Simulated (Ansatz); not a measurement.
**C2H6F2Hf: basis-set convergence**

An exercise on one series of results from a longer session: the logs are not shown, and one member is left open.

Computed with Ansatz 0.2.0, Gaussian basis. Level: one geometry, several basis sets.

Levels to be run: PBE0-D4/def2-SVP; ωB97M-V/def2-SVP; PBE0-D4/def2-QZVPP; ωB97M-V/def2-QZVPP; the functionals' def2-TZVPP values are taken from earlier runs.

## The relaxed structure

The geometry comes from an earlier relaxation with PBE0-D4 in a triple-zeta def2 set; it is a stationary point, not always the lowest conformer. Hf takes the def2 core potential; no spin-orbit term is included.

SMILES `[CH3][Hf]([CH3])([F])[F]`, 11 atoms, charge 0, spin multiplicity 1.

Atoms are counted from 1 here; the program's logs count them from 0.

Bond lengths: C1–Hf2 2.208 Å, C1–H6 1.097 Å, C1–H7 1.096 Å, C1–H8 1.097 Å, Hf2–C3 2.208 Å, Hf2–F4 1.905 Å, Hf2–F5 1.905 Å, C3–H9 1.097 Å, C3–H10 1.096 Å, C3–H11 1.097 Å. Angles: Hf2–C1–H6 111.0°, Hf2–C1–H7 113.0°, Hf2–C1–H8 110.7°, H6–C1–H7 107.3°, H6–C1–H8 107.4°, H7–C1–H8 107.3°, C1–Hf2–C3 105.1°, C1–Hf2–F4 108.9°, C1–Hf2–F5 109.0°, C3–Hf2–F4 109.0°, C3–Hf2–F5 108.9°, F4–Hf2–F5 115.5°, Hf2–C3–H9 110.7°, Hf2–C3–H10 113.0°, Hf2–C3–H11 111.0°, H9–C3–H10 107.3°, H9–C3–H11 107.4°, H10–C3–H11 107.3°.

The first run:

Contents of in.yaml:

```yaml
crystal:
  periodic: [false, false, false]
  atoms:
    - {symbol: C, position_ang: [-1.675039, 0.569893, 0.335804]}
    - {symbol: Hf, position_ang: [0.212040, 0.421156, -0.801481]}
    - {symbol: C, position_ang: [1.486579, -0.944179, 0.376646]}
    - {symbol: F, position_ang: [-0.148363, -0.375095, -2.494299]}
    - {symbol: F, position_ang: [1.035945, 2.137906, -0.860910]}
    - {symbol: H, position_ang: [-1.501795, 1.002064, 1.328711]}
    - {symbol: H, position_ang: [-2.427312, 1.191150, -0.163204]}
    - {symbol: H, position_ang: [-2.118279, -0.422562, 0.483148]}
    - {symbol: H, position_ang: [1.621521, -0.565108, 1.397049]}
    - {symbol: H, position_ang: [2.484796, -1.077016, -0.055554]}
    - {symbol: H, position_ang: [1.029897, -1.938208, 0.454091]}
basis:
  gaussian: {orbitals: def2-SVP}
hamiltonian: {xc: pbe0, dispersion: d4}
output: {orbitals: {seedname: orbitals}}
```

Launch:

```console
ansatz run in.yaml --threads 4 --pin off --events-out ev --progress --plain --max-ram 10444MiB
```

Steps of the session up to this table: PBE0-D4 in def2-SVP; ωB97M-V in def2-SVP; PBE0-D4 in def2-QZVPP; ωB97M-V in def2-QZVPP.

One of the session's tables, all rows but one given; the rest of the session is left out.

It belongs to the step «Functionals by basis». 

| functional | basis | HOMO (eV) |
| --- | --- | --- |
| PBE0-D4 | def2-SVP | -7.89 |
| PBE0-D4 | def2-TZVPP | -7.91 |
| PBE0-D4 | def2-QZVPP | ? |
| ωB97M-V | def2-SVP | -10.16 |
| ωB97M-V | def2-TZVPP | -10.19 |
| ωB97M-V | def2-QZVPP | -10.20 |

**Question.** Estimate the row for PBE0-D4, def2-QZVPP.

As computed: HOMO (eV): -7.92. In the column «HOMO (eV)» it lies between ωB97M-V, def2-SVP (-10.16) and PBE0-D4, def2-TZVPP (-7.91).
